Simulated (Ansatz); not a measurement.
# Nudged elastic band run: InW8C8

Input file:

```yaml
crystal:
  lattice:
    - [5.8006, 0.0, 0.0]
    - [-2.9003, 5.023467, 0.0]
    - [0.0, 0.0, 15.24665]
  atoms:
    - { symbol: W, position: [0.0, 0.0, 0.0655882] }
    - { symbol: C, position: [0.33324536, 0.16750653, 0.15181026] }
    - { symbol: W, position: [-0.00049511, -0.002327, 0.25318413] }
    - { symbol: C, position: [0.3329559, 0.15933819, 0.32588923] }
    - { symbol: W, position: [0.0, 0.5, 0.0655882] }
    - { symbol: C, position: [0.33336346, 0.66815656, 0.1521228] }
    - { symbol: W, position: [-4.326e-05, 0.4981514, 0.25506865] }
    - { symbol: C, position: [0.32922572, 0.65384395, 0.33072839] }
    - { symbol: W, position: [0.5, 0.0, 0.0655882] }
    - { symbol: C, position: [0.83309709, 0.16734486, 0.15252697] }
    - { symbol: W, position: [0.49970779, -0.00218032, 0.25319531] }
    - { symbol: C, position: [0.83401819, 0.15978915, 0.3302244] }
    - { symbol: W, position: [0.5, 0.5, 0.0655882] }
    - { symbol: C, position: [0.83379275, 0.66794134, 0.15189323] }
    - { symbol: W, position: [0.50014144, 0.49882381, 0.25285568] }
    - { symbol: C, position: [0.83164959, 0.6544069, 0.33102811] }
    - { symbol: In, position: [0.66180215, 0.80723647, 0.44446502] }
basis:
  ecutwfc: 420.0
kpoints:
  mp_grid: { grid: [3, 3, 1] }
hamiltonian:
  xc: pbe
  pseudopotentials: { kind: paw, azcp: { folder: soft_1 } }
scf:
  occupations: { method: gaussian, width: 0.05 }
  lower_state_search: "off"
  max_iter: 90
neb:
  images: 3
  f_tol: 0.05
  max_iterations: 50
  order_check: false
  max_displacement: 1.0
  optimiser: fire
  constraints: [{ sites: [0, 4, 8, 12] }]
  final_atoms:
    - { symbol: W, position: [0.0, 0.0, 0.0655882] }
    - { symbol: C, position: [0.33379275, 0.16794134, 0.15189323] }
    - { symbol: W, position: [0.00014144, -0.00117619, 0.25285568] }
    - { symbol: C, position: [0.33164959, 0.1544069, 0.33102811] }
    - { symbol: W, position: [0.0, 0.5, 0.0655882] }
    - { symbol: C, position: [0.33309709, 0.66734486, 0.15252697] }
    - { symbol: W, position: [-0.00029221, 0.49781968, 0.25319531] }
    - { symbol: C, position: [0.33401819, 0.65978915, 0.3302244] }
    - { symbol: W, position: [0.5, 0.0, 0.0655882] }
    - { symbol: C, position: [0.83336346, 0.16815656, 0.1521228] }
    - { symbol: W, position: [0.49995674, -0.0018486, 0.25506865] }
    - { symbol: C, position: [0.82922572, 0.15384395, 0.33072839] }
    - { symbol: W, position: [0.5, 0.5, 0.0655882] }
    - { symbol: C, position: [0.83324536, 0.66750653, 0.15181026] }
    - { symbol: W, position: [0.49950489, 0.497673, 0.25318413] }
    - { symbol: C, position: [0.8329559, 0.65933819, 0.32588923] }
    - { symbol: In, position: [1.16180215, 1.30723647, 0.44446502] }
```

Command:

```bash
$ ansatz run input.yaml --threads 4 --pin off --max-ram 10240MiB --backend cpu --events-out ev --progress --plain --runs-dir out
```

Output, in part (warnings, iteration lines):

```
NEB end point (image 0): max|allowed force component| = 1.805e-2 eV/Å (the criterion of neb.relax_end_points is 1.000e-2)
NEB end point (image 4): max|allowed force component| = 1.805e-2 eV/Å (the criterion of neb.relax_end_points is 1.000e-2)
NEB iter   1: max|band force component| = 3.906e0 eV/Å  barrier→ = 0.9710 eV  barrier← = 0.9710 eV  Δτ_max = 0.0625 Å  (71 SCF iters)
NEB iter   2: max|band force component| = 2.005e0 eV/Å  barrier→ = 0.6059 eV  barrier← = 0.6059 eV  Δτ_max = 0.0952 Å  (25 SCF iters)
NEB iter   3: max|band force component| = 9.501e-1 eV/Å  barrier→ = 0.4542 eV  barrier← = 0.4542 eV  Δτ_max = 0.0165 Å  (27 SCF iters)
NEB iter   4: max|band force component| = 5.421e-1 eV/Å  barrier→ = 0.4184 eV  barrier← = 0.4184 eV  Δτ_max = 0.0251 Å  (24 SCF iters)
NEB iter   5: max|band force component| = 4.485e-1 eV/Å  barrier→ = 0.3899 eV  barrier← = 0.3899 eV  CI = image 2  Δτ_max = 0.0278 Å  (24 SCF iters)
NEB iter   6: max|band force component| = 4.316e-1 eV/Å  barrier→ = 0.3726 eV  barrier← = 0.3726 eV  CI = image 2  Δτ_max = 0.0357 Å  (25 SCF iters)
NEB iter   7: max|band force component| = 4.278e-1 eV/Å  barrier→ = 0.3477 eV  barrier← = 0.3477 eV  CI = image 2  Δτ_max = 0.0406 Å  (24 SCF iters)
NEB iter   8: max|band force component| = 3.141e-1 eV/Å  barrier→ = 0.3241 eV  barrier← = 0.3241 eV  CI = image 2  Δτ_max = 0.0423 Å  (25 SCF iters)
NEB iter   9: max|band force component| = 3.396e-1 eV/Å  barrier→ = 0.3150 eV  barrier← = 0.3150 eV  CI = image 2  Δτ_max = 0.0014 Å  (26 SCF iters)
NEB iter  10: max|band force component| = 3.009e-1 eV/Å  barrier→ = 0.3127 eV  barrier← = 0.3127 eV  CI = image 2  Δτ_max = 0.0027 Å  (17 SCF iters)
NEB iter  11: max|band force component| = 2.537e-1 eV/Å  barrier→ = 0.3089 eV  barrier← = 0.3089 eV  CI = image 2  Δτ_max = 0.0041 Å  (20 SCF iters)
NEB iter  12: max|band force component| = 2.545e-1 eV/Å  barrier→ = 0.3048 eV  barrier← = 0.3048 eV  CI = image 2  Δτ_max = 0.0055 Å  (20 SCF iters)
NEB iter  13: max|band force component| = 2.550e-1 eV/Å  barrier→ = 0.3012 eV  barrier← = 0.3012 eV  CI = image 2  Δτ_max = 0.0070 Å  (20 SCF iters)
NEB iter  14: max|band force component| = 2.552e-1 eV/Å  barrier→ = 0.2981 eV  barrier← = 0.2981 eV  CI = image 2  Δτ_max = 0.0082 Å  (20 SCF iters)
NEB iter  15: max|band force component| = 2.545e-1 eV/Å  barrier→ = 0.2950 eV  barrier← = 0.2950 eV  CI = image 2  Δτ_max = 0.0104 Å  (20 SCF iters)
NEB iter  16: max|band force component| = 2.527e-1 eV/Å  barrier→ = 0.2911 eV  barrier← = 0.2911 eV  CI = image 2  Δτ_max = 0.0129 Å  (21 SCF iters)
NEB iter  17: max|band force component| = 2.495e-1 eV/Å  barrier→ = 0.2863 eV  barrier← = 0.2863 eV  CI = image 2  Δτ_max = 0.0159 Å  (22 SCF iters)
NEB iter  18: max|band force component| = 2.451e-1 eV/Å  barrier→ = 0.2810 eV  barrier← = 0.2810 eV  CI = image 2  Δτ_max = 0.0018 Å  (23 SCF iters)
NEB iter  19: max|band force component| = 2.451e-1 eV/Å  barrier→ = 0.2801 eV  barrier← = 0.2801 eV  CI = image 2  Δτ_max = 0.0036 Å  (16 SCF iters)
NEB iter  20: max|band force component| = 2.448e-1 eV/Å  barrier→ = 0.2785 eV  barrier← = 0.2785 eV  CI = image 2  Δτ_max = 0.0054 Å  (18 SCF iters)
NEB iter  21: max|band force component| = 2.442e-1 eV/Å  barrier→ = 0.2764 eV  barrier← = 0.2764 eV  CI = image 2  Δτ_max = 0.0073 Å  (20 SCF iters)
NEB iter  22: max|band force component| = 2.428e-1 eV/Å  barrier→ = 0.2739 eV  barrier← = 0.2739 eV  CI = image 2  Δτ_max = 0.0092 Å  (19 SCF iters)
NEB iter  23: max|band force component| = 2.402e-1 eV/Å  barrier→ = 0.2710 eV  barrier← = 0.2710 eV  CI = image 2  Δτ_max = 0.0111 Å  (18 SCF iters)
NEB iter  24: max|band force component| = 2.363e-1 eV/Å  barrier→ = 0.2676 eV  barrier← = 0.2676 eV  CI = image 2  Δτ_max = 0.0144 Å  (18 SCF iters)
NEB iter  25: max|band force component| = 2.299e-1 eV/Å  barrier→ = 0.2635 eV  barrier← = 0.2635 eV  CI = image 2  Δτ_max = 0.0184 Å  (18 SCF iters)
NEB iter  26: max|band force component| = 2.202e-1 eV/Å  barrier→ = 0.2585 eV  barrier← = 0.2585 eV  CI = image 2  Δτ_max = 0.0230 Å  (19 SCF iters)
NEB iter  27: max|band force component| = 2.060e-1 eV/Å  barrier→ = 0.2526 eV  barrier← = 0.2526 eV  CI = image 2  Δτ_max = 0.0284 Å  (21 SCF iters)
NEB iter  28: max|band force component| = 1.863e-1 eV/Å  barrier→ = 0.2460 eV  barrier← = 0.2460 eV  CI = image 2  Δτ_max = 0.0346 Å  (21 SCF iters)
NEB iter  29: max|band force component| = 1.604e-1 eV/Å  barrier→ = 0.2390 eV  barrier← = 0.2390 eV  CI = image 2  Δτ_max = 0.0414 Å  (21 SCF iters)
NEB iter  30: max|band force component| = 1.287e-1 eV/Å  barrier→ = 0.2323 eV  barrier← = 0.2323 eV  CI = image 2  Δτ_max = 0.0482 Å  (21 SCF iters)
NEB iter  31: max|band force component| = 9.204e-2 eV/Å  barrier→ = 0.2267 eV  barrier← = 0.2267 eV  CI = image 2  Δτ_max = 0.0536 Å  (21 SCF iters)
NEB iter  32: max|band force component| = 5.048e-2 eV/Å  barrier→ = 0.2232 eV  barrier← = 0.2232 eV  CI = image 2  Δτ_max = 0.0565 Å  (23 SCF iters)
NEB iter  33: max|band force component| = 7.178e-2 eV/Å  barrier→ = 0.2223 eV  barrier← = 0.2223 eV  CI = image 2  Δτ_max = 0.0006 Å  (23 SCF iters)
NEB iter  34: max|band force component| = 6.979e-2 eV/Å  barrier→ = 0.2222 eV  barrier← = 0.2222 eV  CI = image 2  Δτ_max = 0.0013 Å  (13 SCF iters)
NEB iter  35: max|band force component| = 6.564e-2 eV/Å  barrier→ = 0.2219 eV  barrier← = 0.2219 eV  CI = image 2  Δτ_max = 0.0019 Å  (16 SCF iters)
NEB iter  36: max|band force component| = 5.927e-2 eV/Å  barrier→ = 0.2215 eV  barrier← = 0.2215 eV  CI = image 2  Δτ_max = 0.0024 Å  (15 SCF iters)
NEB iter  37: max|band force component| = 5.056e-2 eV/Å  barrier→ = 0.2211 eV  barrier← = 0.2211 eV  CI = image 2  Δτ_max = 0.0029 Å  (14 SCF iters)
NEB iter  38: max|band force component| = 3.972e-2 eV/Å  barrier→ = 0.2207 eV  barrier← = 0.2207 eV  CI = image 2  Δτ_max = 0.0000 Å  (16 SCF iters)
```

The run converged. The order of the point at the top wasn't checked. Limits of this set-up: coarse k mesh, thin slab, slab without dipole correction, odd electron count without spin, a typed lattice constant that wasn't relaxed here.

Final band (atoms are numbered from 1 in the order of the input):

```tsv
image	path coordinate (Å)	energy (eV)	W11–In17 (Å)	C16–In17 (Å)	C4–In17 (Å)
0	0.00	0.000	3.41	2.37	3.72
1	0.84	0.103	3.68	2.35	3.22
2	1.69	0.221	4.08	2.48	2.51
3	2.46	0.128	4.24	3.13	2.35
4	3.23	0.000	4.35	3.72	2.37
```

Time of the run: 14 min on 4 threads of Arm Neoverse V1 (shared host), peak memory 2.1 GiB.
